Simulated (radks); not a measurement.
# Taking charge from the 4d level of Te²⁺ in fractions

Aim: follow energy and eigenvalue as charge leaves the 4d level of Te²⁺ bit by bit, and test Janak's theorem, Slater's transition state and the straight-line condition.

Program: radks (a radial shooting solver on a logarithmic mesh, Libxc functionals) version 1. Level of theory: scalar-relativistic Kohn-Sham, PBE, spin-polarised, spherical densities, finite nucleus; open shells are filled with parallel spins first. These are calculated values, not measurements, unless marked.

## (1) The atom as given

| Property | Result |
| --- | --- |
| element | tellurium (Z = 52) |
| charge | +2 |
| electrons | 50 |
| configuration | [Kr] 4d(up 5, down 5) 5s2 5p2 |
| nuclear rms radius | 4.7423 fm |

A shell typed twice in an input gives spin up, then spin down.

## (2) Start: [Kr] 4d(up 5, down 5) 5s2 5p2

Settings of this run:

```text
Z 52
configuration [Kr] 4d5 4d5 5s2 5p2
relativity scalar-relativistic
functional pbe,pbe
spin polarised
nucleus finite rms 4.7423 fm
c 137.035999084
```

## (3) 0.125 electron removed from 4d

Settings of this run:

```text
Z 52
configuration [Kr] 4d5 4d4.875 5s2 5p2
relativity scalar-relativistic
functional pbe,pbe
spin polarised
nucleus finite rms 4.7423 fm
c 137.035999084
```

## (4) 0.25 electron removed from 4d

Settings of this run:

```text
Z 52
configuration [Kr] 4d5 4d4.75 5s2 5p2
relativity scalar-relativistic
functional pbe,pbe
spin polarised
nucleus finite rms 4.7423 fm
c 137.035999084
```

## (5) 0.375 electron removed from 4d

Settings of this run:

```text
Z 52
configuration [Kr] 4d5 4d4.625 5s2 5p2
relativity scalar-relativistic
functional pbe,pbe
spin polarised
nucleus finite rms 4.7423 fm
c 137.035999084
```

## (6) 0.5 electron removed from 4d

Settings of this run:

```text
Z 52
configuration [Kr] 4d5 4d4.5 5s2 5p2
relativity scalar-relativistic
functional pbe,pbe
spin polarised
nucleus finite rms 4.7423 fm
c 137.035999084
```

## (7) 0.625 electron removed from 4d

Settings of this run:

```text
Z 52
configuration [Kr] 4d5 4d4.375 5s2 5p2
relativity scalar-relativistic
functional pbe,pbe
spin polarised
nucleus finite rms 4.7423 fm
c 137.035999084
```

## (8) 0.75 electron removed from 4d

Settings of this run:

```text
Z 52
configuration [Kr] 4d5 4d4.25 5s2 5p2
relativity scalar-relativistic
functional pbe,pbe
spin polarised
nucleus finite rms 4.7423 fm
c 137.035999084
```

## (9) 0.875 electron removed from 4d

Settings of this run:

```text
Z 52
configuration [Kr] 4d5 4d4.125 5s2 5p2
relativity scalar-relativistic
functional pbe,pbe
spin polarised
nucleus finite rms 4.7423 fm
c 137.035999084
```

## (10) 1 electron removed from 4d

Settings of this run:

```text
Z 52
configuration [Kr] 4d5 4d4 5s2 5p2
relativity scalar-relativistic
functional pbe,pbe
spin polarised
nucleus finite rms 4.7423 fm
c 137.035999084
```

Q: Predict the outcome of this session. Wanted: for each run, removed; E − E(0); eigenvalue; E minus straight line.

As calculated:

| removed (e) | E − E(0) (eV) | eigenvalue (eV) | E minus straight line (eV) |
| --- | --- | --- | --- |
| 0 | 0.000 | -60.754 | 0.000 |
| 0.125 | 7.727 | -62.917 | -0.968 |
| 0.25 | 15.726 | -65.101 | -1.665 |
| 0.375 | 23.998 | -67.306 | -2.088 |
| 0.5 | 32.548 | -69.531 | -2.234 |
| 0.625 | 41.377 | -71.775 | -2.100 |
| 0.75 | 50.488 | -74.039 | -1.685 |
| 0.875 | 59.882 | -76.322 | -0.986 |
| 1 | 69.563 | -78.622 | 0.000 |

**Reading.** Removing the whole electron costs 69.563 eV, against 60.754 eV from minus the starting eigenvalue. Slater's transition state, half an electron removed, gives 69.531 eV. The trapezoid integral of minus the eigenvalue gives 69.585 eV over the range, against 69.563 eV from the energies (Janak's theorem; approximate here, since the scalar-relativistic density holds large components alone). The eigenvalue moves by 17.9 eV per electron. E bends below the straight line by 2.23 eV at 0.5 electron removed.
